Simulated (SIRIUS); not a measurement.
# HPbNO4 (P1) in SIRIUS: reference runs, part 2 of 2

SIRIUS 7.12.0. The steps go on from the part before.

### 3 Single point, PBE (atoms moved at random, drawn with an rms of 0.05 Å)

sirius.json reads:

```json
{
  "control": {
    "processing_unit": "cpu",
    "verbosity": 2,
    "num_bands_to_print": 32,
    "print_forces": true,
    "print_stress": true
  },
  "parameters": {
    "electronic_structure_method": "pseudopotential",
    "xc_functionals": ["XC_GGA_X_PBE", "XC_GGA_C_PBE"],
    "gk_cutoff": 9.2,
    "pw_cutoff": 18.4,
    "ngridk": [7, 6, 5],
    "shiftk": [0, 0, 0],
    "smearing": "fermi_dirac",
    "smearing_width": 0.0018374661,
    "num_bands": 32,
    "num_mag_dims": 0,
    "num_dft_iter": 100,
    "energy_tol": 1e-08,
    "density_tol": 1e-06
  },
  "iterative_solver": {
    "type": "davidson",
    "min_tolerance": 1e-10
  },
  "mixer": {
    "type": "anderson",
    "beta": 0.7,
    "max_history": 8
  },
  "settings": {
    "tol_ne": 1e-10,
    "pseudo_grid_cutoff": 6.5
  },
  "unit_cell": {
    "lattice_vectors": [
      [7.28880594351, 0.003363712502, -0.069126181639],
      [0.327924174406, 8.190753325533, -0.031123789273],
      [1.43246909425, 1.584969992507, 11.105202338498]
    ],
    "atom_coordinate_units": "lattice",
    "atom_types": ["H", "Pb", "N", "O"],
    "atom_files": {
      "Pb": "Pb.json",
      "O": "O.json",
      "N": "N.json",
      "H": "H.json"
    },
    "atoms": {
      "H": [
        [0.599287, 0.885785, 0.203233]
      ],
      "Pb": [
        [0.640546, 0.436636, 0.92054]
      ],
      "N": [
        [0.726599, 0.243079, 0.500999]
      ],
      "O": [
        [0.174002, 0.463536, 0.774409],
        [0.616267, 0.958017, 0.497938],
        [0.567426, 0.935577, 0.038072],
        [0.766849, 0.419126, 0.317102]
      ]
    }
  }
}
```

Potentials or basis: PseudoDojo 0.4.1 PBE standard (scalar relativistic).

Run with:

```console
> upf_to_json Pb.upf
> upf_to_json O.upf
> upf_to_json N.upf
> upf_to_json H.upf
> OMP_NUM_THREADS=4 sirius.scf --input=sirius.json --output=out.json --task=0
```

The log of the run:

```text
[info] SIRIUS version : 7.12.0
[info] number of MPI ranks           : 1
[info] MPI grid                      : 1 1
[info] maximum number of OMP threads : 4
[fft] FFT context for density and potential
[fft] =====================================
[fft]   comm size                             : 1
[fft]   plane wave cutoff                     : 18.4
[fft]   grid size                             : 45 54 72   total : 174960
[fft]   grid limits                           : -22 22   -26 27   -35 36
[fft]   number of G-vectors within the cutoff : 34924
[fft]   local number of G-vectors             : 34924
[fft]   number of G-shells                    : 34924
[fft] FFT context for coarse grid
[fft] =====================================
[fft]   comm size                             : 1
[fft]   plane wave cutoff                     : 18.4
[fft]   grid size                             : 45 54 72   total : 174960
[fft]   grid limits                           : -22 22   -26 27   -35 36
[fft]   number of G-vectors within the cutoff : 34924
[fft]   local number of G-vectors             : 34924
[fft]   number of G-shells                    : 34924
[unit cell] lattice vectors
[... 567 lines left out ...]
[ground_state] ==== ultrasoft contribution from Qij =====
[ground_state] atom:    0, force:       0.0000000      0.0000000      0.0000000
[ground_state] atom:    1, force:       0.0000000      0.0000000      0.0000000
[ground_state] atom:    2, force:       0.0000000      0.0000000      0.0000000
[ground_state] atom:    3, force:       0.0000000      0.0000000      0.0000000
[ground_state] atom:    4, force:       0.0000000      0.0000000      0.0000000
[ground_state] atom:    5, force:       0.0000000      0.0000000      0.0000000
[ground_state] atom:    6, force:       0.0000000      0.0000000      0.0000000
[ground_state] ==== non-local contribution from Beta-projector =====
[ground_state] atom:    0, force:      -0.0213647      0.0080033     -0.0899613
[ground_state] atom:    1, force:       0.0043929     -0.0140368     -0.0079449
[ground_state] atom:    2, force:      -0.2707552     -0.3165750     -0.8104355
[ground_state] atom:    3, force:       0.0293235      0.0240332      0.4436275
[ground_state] atom:    4, force:       0.3647348      0.9315811     -0.0717867
[ground_state] atom:    5, force:       0.2640861     -0.0049116      0.5461623
[ground_state] atom:    6, force:      -0.1295087     -0.6736851      0.8122486
[ground_state] ==== contribution from local potential =====
[ground_state] atom:    0, force:      -0.1828650      0.1579238     -1.3060179
[ground_state] atom:    1, force:      -0.1943795     -0.8685749     -0.7692054
[ground_state] atom:    2, force:      -1.2342496     -0.4133596     -2.0407318
[ground_state] atom:    3, force:       0.4425822     -0.3775748      2.1848790
[ground_state] atom:    4, force:       1.3199676      3.1683232      0.0193043
[ground_state] atom:    5, force:       0.8395629      0.5713526     -0.7628639
[ground_state] atom:    6, force:      -1.2252206     -2.1976500      1.8745056
[ground_state] ==== contribution from core density =====
[ground_state] atom:    0, force:       0.0000000      0.0000000      0.0000000
[ground_state] atom:    1, force:       0.0010023      0.0029313      0.0045666
[ground_state] atom:    2, force:       0.0084757      0.0114094      0.0230714
[ground_state] atom:    3, force:      -0.0006234     -0.0012809     -0.0157158
[ground_state] atom:    4, force:      -0.0109955     -0.0279851      0.0020489
[ground_state] atom:    5, force:      -0.0080556      0.0005507     -0.0147906
[ground_state] atom:    6, force:       0.0039173      0.0195114     -0.0209589
[ground_state] ==== Ewald forces from ions =====
[ground_state] atom:    0, force:       0.2032856     -0.1572331      1.3878776
[ground_state] atom:    1, force:       0.1990327      0.8899448      0.7640419
[ground_state] atom:    2, force:       1.4617093      0.6467648      2.8155221
[ground_state] atom:    3, force:      -0.4822588      0.3562742     -2.6089369
[ground_state] atom:    4, force:      -1.6451596     -4.0077528      0.0560441
[ground_state] atom:    5, force:      -1.0947172     -0.5860403      0.2438456
[ground_state] atom:    6, force:       1.3581080      2.8580424     -2.6583944
[~DFT_ground_state] local op. applied: 151593
[~DFT_ground_state] evp. work count: 19210.7
[~DFT_ground_state] number of iterative solver steps: 6816
```

It took 4.5 min on 4 threads of Intel Xeon Platinum 8488C (Sapphire Rapids), shared host; peak memory 2.8 GiB.

Results:

```yaml
Free_energy: -4007.7372 eV
Pressure: -2.8 GPa
Largest_force: 4.152 eV/Å
Band_gap_on_the_k_mesh: 0.44 eV
```

Forces in eV/Å, atoms in the order of the input:
```
H   -0.049  0.447 -0.417
Pb   0.517  0.528 -0.439
N   -1.791 -3.690 -0.647
O   -0.564  0.075  0.198
O    1.468  3.300  0.289
O    0.045 -0.980  0.635
O    0.375  0.320  0.381
```

Caveat: spin-orbit coupling is left out, which as a rule narrows the gap of such compounds by several tenths of an eV; an odd mesh through Γ misses points on the zone boundary, where band edges often lie.

### 4 Single point, PBE

Changes to sirius.json since step 3:

```diff
@@ -45,6 +45,6 @@
     "atom_files": {
-      "Pb": "Pb.json",
+      "H": "H.json",
       "O": "O.json",
       "N": "N.json",
-      "H": "H.json"
+      "Pb": "Pb.json"
     },
@@ -52,15 +52,15 @@
       "H": [
-        [0.599287, 0.885785, 0.203233]
+        [0.61511, 0.89559, 0.19844]
       ],
       "Pb": [
-        [0.640546, 0.436636, 0.92054]
+        [0.64597, 0.44651, 0.91685]
       ],
       "N": [
-        [0.726599, 0.243079, 0.500999]
+        [0.71474, 0.2381, 0.50058]
       ],
       "O": [
-        [0.174002, 0.463536, 0.774409],
-        [0.616267, 0.958017, 0.497938],
-        [0.567426, 0.935577, 0.038072],
-        [0.766849, 0.419126, 0.317102]
+        [0.16958, 0.47007, 0.77768],
+        [0.62919, 0.97045, 0.49845],
+        [0.56424, 0.92583, 0.03849],
+        [0.78022, 0.4225, 0.31951]
       ]
```

Run with:

```console
> upf_to_json H.upf
> upf_to_json O.upf
> upf_to_json N.upf
> upf_to_json Pb.upf
> OMP_NUM_THREADS=4 sirius.scf --input=sirius.json --output=out.json --task=0
```

It took 5.8 min on 4 threads of Intel Xeon Platinum 8375C at 2.90GHz (Ice Lake), shared host; peak memory 2.9 GiB.

Results (log left out):

- Free energy: -4008.0504 eV
- Pressure: 0.3 GPa
- Largest force: 0.195 eV/Å
- Band gap on the k mesh: 0.35 eV

Forces in eV/Å, atoms in the order of the input:
```
H   -0.050 -0.004 -0.152
Pb   0.000  0.002  0.046
N   -0.007 -0.018 -0.002
O    0.000 -0.002 -0.092
O   -0.002 -0.005  0.008
O    0.048  0.000  0.189
O    0.010  0.028  0.004
```

Stress tensor (GPa, compression positive):
```
 0.60  0.02 -0.10
 0.02  0.21 -0.04
-0.10 -0.04 -0.01
```

Caveat: spin-orbit coupling is left out, which as a rule narrows the gap of such compounds by several tenths of an eV; an odd mesh through Γ misses points on the zone boundary, where band edges often lie. A hybrid or GW would open this gap; PBE tends to underestimate it.

### 5 Single point, PBE (atoms moved at random, drawn with an rms of 0.05 Å)

Changes to sirius.json since step 4:

```diff
@@ -45,6 +45,6 @@
     "atom_files": {
+      "Pb": "Pb.json",
+      "O": "O.json",
       "H": "H.json",
-      "O": "O.json",
-      "N": "N.json",
-      "Pb": "Pb.json"
+      "N": "N.json"
     },
@@ -52,15 +52,15 @@
       "H": [
-        [0.61511, 0.89559, 0.19844]
+        [0.599287, 0.885785, 0.203233]
       ],
       "Pb": [
-        [0.64597, 0.44651, 0.91685]
+        [0.640546, 0.436636, 0.92054]
       ],
       "N": [
-        [0.71474, 0.2381, 0.50058]
+        [0.726599, 0.243079, 0.500999]
       ],
       "O": [
-        [0.16958, 0.47007, 0.77768],
-        [0.62919, 0.97045, 0.49845],
-        [0.56424, 0.92583, 0.03849],
-        [0.78022, 0.4225, 0.31951]
+        [0.174002, 0.463536, 0.774409],
+        [0.616267, 0.958017, 0.497938],
+        [0.567426, 0.935577, 0.038072],
+        [0.766849, 0.419126, 0.317102]
       ]
```

Run with:

```console
> upf_to_json Pb.upf
> upf_to_json O.upf
> upf_to_json H.upf
> upf_to_json N.upf
> OMP_NUM_THREADS=4 sirius.scf --input=sirius.json --output=out.json --task=0
```

It took 5.8 min on 4 threads of AMD EPYC 7R43 (Zen 3), shared host; peak memory 2.8 GiB.

Results (log left out):

```yaml
Free_energy: -4007.7372 eV
Pressure: -2.8 GPa
Largest_force: 4.152 eV/Å
Band_gap_on_the_k_mesh: 0.44 eV
```

Forces in eV/Å, atoms in the order of the input:
```
H   -0.049  0.447 -0.417
Pb   0.517  0.528 -0.439
N   -1.791 -3.690 -0.647
O   -0.564  0.075  0.198
O    1.468  3.300  0.289
O    0.045 -0.980  0.635
O    0.375  0.320  0.381
```

Stress tensor (GPa, compression positive):
```
-1.56 -2.16  0.52
-2.16 -6.07 -0.11
 0.52 -0.11 -0.79
```

Caveat: spin-orbit coupling is left out, which as a rule narrows the gap of such compounds by several tenths of an eV; an odd mesh through Γ misses points on the zone boundary, where band edges often lie.
